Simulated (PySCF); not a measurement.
**SbS₂⁻: relaxation and vibrations of the singlet**

Where does singlet SbS₂⁻ go from a bent start, is the end point a minimum, and what are its modes, charges and moments?

Program: PySCF 2.14.0. Level of theory: PBE0, basis Sb def2-TZVPD with ECP28, S def2-TZVPD, scalar-relativistic core potentials, no spin–orbit coupling, density fitting. These are calculated values, not measurements.

**1. Starting geometry**

3 atoms, charge -1, spin multiplicity 1.

Bond lengths: Sb1–S2 2.270 Å, Sb1–S3 2.270 Å. Angles: S2–Sb1–S3 110.0°.

Coordinates in bohr (charge -1 multiplicity 1):
```
Sb    0.0000    0.0000   -0.8511
S     3.5139    0.0000    1.6093
S    -3.5139    0.0000    1.6093
```

**2. Relaxation: bent start, singlet**

One driver script runs all steps and calls PySCF; scf.py shows how it sets up the SCF of each step. The optimiser is the driver's own. Before each start the driver seeks the lowest SCF state from one or more starting densities and follows internal instabilities, so scf.py alone need not reach the same state.

The program finds C2v symmetry in the start, which this walk keeps.

scf.py

```python
from pyscf import gto, scf, dft
mol = gto.M(atom='''
Sb     0.000000     0.000000    -0.450399
S      1.859500    -0.000000     0.851601
S     -1.859500     0.000000     0.851601''',
    basis={'Sb': 'def2-TZVPD', 'S': 'def2-TZVPD'},
    ecp={'Sb': 'def2-TZVPD'},
    charge=-1, spin=0)
mf = dft.RKS(mol, xc='PBE0')
mf.grids.atom_grid = (50, 194)
aux = {'Sb': 'def2-universal-JKFIT', 'S': 'def2-universal-JKFIT'}
mf = mf.density_fit(auxbasis=aux)
mf.kernel()
```

Further steps of the session: Is it a minimum? Harmonic modes.

What does the calculation give? Wanted: minimum; geometry; wavenumbers; dipole moment; highest occupied, lowest empty level; polar-tensor charge of Sb1; zero-point energy.

As calculated:

| quantity | value |
| --- | --- |
| minimum | singlet, C2v |
| geometry | Sb–S 2.281 Å (×2); S–Sb–S 112.5° |
| wavenumbers (cm⁻¹) | 154 (a1), 432 (b2), 435 (a1) |
| dipole moment (centre of mass) | 4.03 D |
| highest occupied, lowest empty level | -1.69, 1.54 eV |
| polar-tensor charge of Sb1 | +0.74 e |
| zero-point energy | 6.1 kJ/mol |
| entropy at 298.15 K | 298.6 J/(mol K) |

In words: The bent start keeps its C2v symmetry and ends in a minimum. The strongest infrared band lies at 432 cm⁻¹ (b2, stretch). Only this shape and spin were tried, so other structures or states may lie lower. Spin–orbit coupling is left out.
